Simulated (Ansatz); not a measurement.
# YMg2AgC6N6: the cost of one run

Program: Ansatz 0.2.0. Level of theory: DFT PBE, scalar-relativistic, plane waves, PAW. These are calculated values, not measurements.

## Step 1: The system as given

The structure is cubic, space group Fm-3m (No. 225). Conventional cell: a = 10.792 Å, b = 10.792 Å, c = 10.792 Å, α = 90.00°, β = 90.00°, γ = 90.00°. Y (site symmetry m-3m) has 6 C at 2.11 Å in its first shell of neighbours. Mg (site symmetry -43m) is surrounded by 12 N at 3.86 Å and 12 C at 3.86 Å. Ag (site symmetry m-3m) is surrounded by 6 N at 2.12 Å. C (site symmetry 4mm) has 1 N at 1.17 Å in its first shell of neighbours. N (site symmetry 4mm) is surrounded by 1 C at 1.17 Å.

Structure file:

```
Y Mg Ag C N
1.0
     0.00000    5.39600    5.39600
     5.39600    0.00000    5.39600
     5.39600    5.39600    0.00000
Y Mg Ag C N
1 2 1 6 6
Direct
  0.00000 0.00000 0.00000
  0.25000 0.25000 0.25000
  0.75000 0.75000 0.75000
  0.50000 0.50000 0.50000
  0.80486 0.19514 0.19514
  0.19514 0.80486 0.19514
  0.19514 0.19514 0.80486
  0.19514 0.80486 0.80486
  0.80486 0.19514 0.80486
  0.80486 0.80486 0.19514
  0.69644 0.30356 0.30356
  0.30356 0.69644 0.30356
  0.30356 0.30356 0.69644
  0.30356 0.69644 0.69644
  0.69644 0.30356 0.69644
  0.69644 0.69644 0.30356
```

A structure generator made this guess: cyanide-bridged rock-salt net of two metals, 2 guest cations a cell (Fm-3m, No. 225). The dimensions are guesses.

## Step 2: A first look at the guess

File input.yaml:

```yaml
crystal:
  lattice:
    - [0.0, 5.396, 5.396]
    - [5.396, 0.0, 5.396]
    - [5.396, 5.396, 0.0]
  atoms:
    - { symbol: "Y", position: [0.0, 0.0, 0.0] }
    - { symbol: Mg, position: [0.25, 0.25, 0.25] }
    - { symbol: Mg, position: [0.75, 0.75, 0.75] }
    - { symbol: Ag, position: [0.5, 0.5, 0.5] }
    - { symbol: C, position: [0.80485545, 0.19514455, 0.19514455] }
    - { symbol: C, position: [0.19514455, 0.80485545, 0.19514455] }
    - { symbol: C, position: [0.19514455, 0.19514455, 0.80485545] }
    - { symbol: C, position: [0.19514455, 0.80485545, 0.80485545] }
    - { symbol: C, position: [0.80485545, 0.19514455, 0.80485545] }
    - { symbol: C, position: [0.80485545, 0.80485545, 0.19514455] }
    - { symbol: "N", position: [0.69644181, 0.30355819, 0.30355819] }
    - { symbol: "N", position: [0.30355819, 0.69644181, 0.30355819] }
    - { symbol: "N", position: [0.30355819, 0.30355819, 0.69644181] }
    - { symbol: "N", position: [0.30355819, 0.69644181, 0.69644181] }
    - { symbol: "N", position: [0.69644181, 0.30355819, 0.69644181] }
    - { symbol: "N", position: [0.69644181, 0.69644181, 0.30355819] }
basis:
  ecutwfc: 420
kpoints:
  mp_grid: { grid: [4, 4, 4] }
hamiltonian:
  xc: pbe
scf:
  occupations: { method: gaussian, width: 0.1 }
  lower_state_search: "off"
output:
  forces: true
  stress: true
  eigenvalues: true
```

Run with:

```sh
> ansatz run input.yaml --threads 1 --pin off --max-ram 2560MiB --backend cpu --events-out ev --progress --plain --runs-dir out
```

**Question.** How long does this run take on 1 thread of Intel Xeon Platinum 8488C (Sapphire Rapids), shared host, and how much memory does it need?

About 13 s, with a peak of 0.7 GiB.
